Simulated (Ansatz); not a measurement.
# C2H6Cl2S2Sn: how energies converge with the basis set

How large a basis does C2H6Cl2S2Sn need? Two functionals are run in growing sets.

The runs use Ansatz 0.2.0, Gaussian basis; one geometry, several basis sets.

The runs, in order: PBE0-D4/def2-SVP; ωB97M-V/def2-SVP; PBE0-D4/def2-QZVPP; ωB97M-V/def2-QZVPP; the functionals' def2-TZVPP values are taken from earlier runs.

### 1 The geometry

An earlier PBE0-D4 in a triple-zeta def2 set relaxation fixed the geometry. Sn takes the def2 core potential; no spin-orbit term is included.

SMILES `C[S][Sn]([Cl])([Cl])[S]C`, 13 atoms, charge 0, spin multiplicity 1.

Atoms are counted from 1 here; the program's logs count them from 0.

Bond lengths: C1–S2 1.818 Å, C1–H8 1.090 Å, C1–H9 1.089 Å, C1–H10 1.089 Å, S2–Sn3 2.370 Å, Sn3–Cl4 2.332 Å, Sn3–Cl5 2.316 Å, Sn3–S6 2.363 Å, S6–C7 1.821 Å, C7–H11 1.089 Å, C7–H12 1.089 Å, C7–H13 1.090 Å. Angles: S2–C1–H8 105.7°, S2–C1–H9 111.2°, S2–C1–H10 111.1°, H8–C1–H9 109.2°, H8–C1–H10 109.1°, H9–C1–H10 110.5°, C1–S2–Sn3 99.6°, S2–Sn3–Cl4 106.8°, S2–Sn3–Cl5 111.2°, S2–Sn3–S6 113.8°, Cl4–Sn3–Cl5 105.5°, Cl4–Sn3–S6 109.9°, Cl5–Sn3–S6 109.3°, Sn3–S6–C7 98.3°, S6–C7–H11 111.2°, S6–C7–H12 111.6°, S6–C7–H13 105.5°, H11–C7–H12 110.5° and more.

### 2 PBE0-D4 in def2-SVP

File in.yaml:

```yaml
crystal:
  periodic: [false, false, false]
  atoms:
    - {symbol: C, position_ang: [-2.438545, 1.135588, -0.745169]}
    - {symbol: S, position_ang: [-1.310948, 1.039302, 0.677951]}
    - {symbol: Sn, position_ang: [0.726131, 0.618508, -0.457739]}
    - {symbol: Cl, position_ang: [0.289725, -1.050184, -2.027603]}
    - {symbol: Cl, position_ang: [1.396659, 2.463210, -1.686407]}
    - {symbol: S, position_ang: [2.488773, -0.056103, 0.964740]}
    - {symbol: C, position_ang: [1.807205, -1.662174, 1.485594]}
    - {symbol: H, position_ang: [-3.437303, 1.249212, -0.323596]}
    - {symbol: H, position_ang: [-2.402633, 0.223003, -1.337979]}
    - {symbol: H, position_ang: [-2.213579, 2.001705, -1.365715]}
    - {symbol: H, position_ang: [1.653338, -2.319991, 0.631422]}
    - {symbol: H, position_ang: [0.880493, -1.541371, 2.044665]}
    - {symbol: H, position_ang: [2.560695, -2.100694, 2.139836]}
basis:
  gaussian: {orbitals: def2-SVP}
hamiltonian: {xc: pbe0, dispersion: d4}
output: {orbitals: {seedname: orbitals}}
```

Further steps of the session: ωB97M-V in def2-SVP; PBE0-D4 in def2-QZVPP; ωB97M-V in def2-QZVPP.

**Question.** What will the summary of the whole plan be? Wanted: PBE0-D4: double and triple zeta above quadruple; ωB97M-V: double and triple zeta above quadruple.

**Answer**, as computed:

| quantity | value |
| --- | --- |
| PBE0-D4: double and triple zeta above quadruple | 20.51, 1.57 eV |
| ωB97M-V: double and triple zeta above quadruple | 20.45, 1.51 eV |

In words: For PBE0-D4 the step from double to triple zeta gains 18.94 eV and the next only 1.57 eV. These are total energies; as a rule much of such shifts cancels in differences, which this series doesn't test.
